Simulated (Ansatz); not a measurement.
# CH4BNO: how energies converge with the basis set

Aim: see how fast density functionals converge with the basis set for CH4BNO.

Program: Ansatz 0.2.0, Gaussian basis. Level of theory: one geometry, several basis sets. These are calculated values, not measurements.

The runs, in order: PBE0-D4/def2-SVP; ωB97M-V/def2-SVP; PBE0-D4/def2-QZVPP; ωB97M-V/def2-QZVPP; the functionals' def2-TZVPP values are taken from earlier runs.

## (1) The relaxed structure

The geometry comes from an earlier relaxation with PBE0-D4 in a triple-zeta def2 set; it is a stationary point, not always the lowest conformer.

8 atoms, charge 0, spin multiplicity 1.

Atoms are counted from 1 here; the program's logs count them from 0.

Bond lengths: B1–N2 1.407 Å, B1–O4 1.398 Å, B1–H5 1.188 Å, N2–C3 1.446 Å, N2–H6 1.000 Å, C3–O4 1.433 Å, C3–H7 1.095 Å, C3–H8 1.095 Å. Angles: N2–B1–O4 94.9°, N2–B1–H5 136.3°, O4–B1–H5 128.8°, B1–N2–C3 86.3°, B1–N2–H6 144.1°, C3–N2–H6 129.6°, N2–C3–O4 91.7°, N2–C3–H7 115.2°, N2–C3–H8 115.2°, O4–C3–H7 111.3°, O4–C3–H8 111.3°, H7–C3–H8 110.7°, B1–O4–C3 87.1°.

## (2) PBE0-D4 in def2-SVP

Contents of in.yaml:

```yaml
crystal:
  periodic: [false, false, false]
  atoms:
    - {symbol: B, position_ang: [-0.537680, 0.681787, -0.717999]}
    - {symbol: N, position_ang: [-0.005943, 0.570207, 0.579730]}
    - {symbol: C, position_ang: [0.399850, -0.763919, 0.196457]}
    - {symbol: O, position_ang: [-0.155680, -0.603671, -1.114450]}
    - {symbol: H, position_ang: [-1.114084, 1.512858, -1.342060]}
    - {symbol: H, position_ang: [0.117805, 1.049084, 1.448959]}
    - {symbol: H, position_ang: [-0.093240, -1.575607, 0.740752]}
    - {symbol: H, position_ang: [1.481272, -0.927738, 0.152709]}
basis:
  gaussian: {orbitals: def2-SVP}
hamiltonian: {xc: pbe0, dispersion: d4}
output: {orbitals: {seedname: orbitals}}
```

The run is started by

```bash
$ ansatz run in.yaml --threads 2 --pin off --events-out ev --progress --plain --max-ram 4352MiB
```

The runs that follow: ωB97M-V in def2-SVP; PBE0-D4 in def2-QZVPP; ωB97M-V in def2-QZVPP.

Before running them: what should the planned runs give, taken together? Wanted: PBE0-D4: double and triple zeta above quadruple; ωB97M-V: double and triple zeta above quadruple.

As calculated:

| quantity | value |
| --- | --- |
| PBE0-D4: double and triple zeta above quadruple | 6.37, 0.31 eV |
| ωB97M-V: double and triple zeta above quadruple | 6.56, 0.29 eV |

What this shows: PBE0-D4 gains 6.06 eV from double to triple zeta, then 0.31 eV more. These are total energies; as a rule much of such shifts cancels in differences, which this series doesn't test. The LUMO of ωB97M-V is positive and keeps falling with the basis (3.21 to 1.61 eV): an unbound level that the basis holds in place.
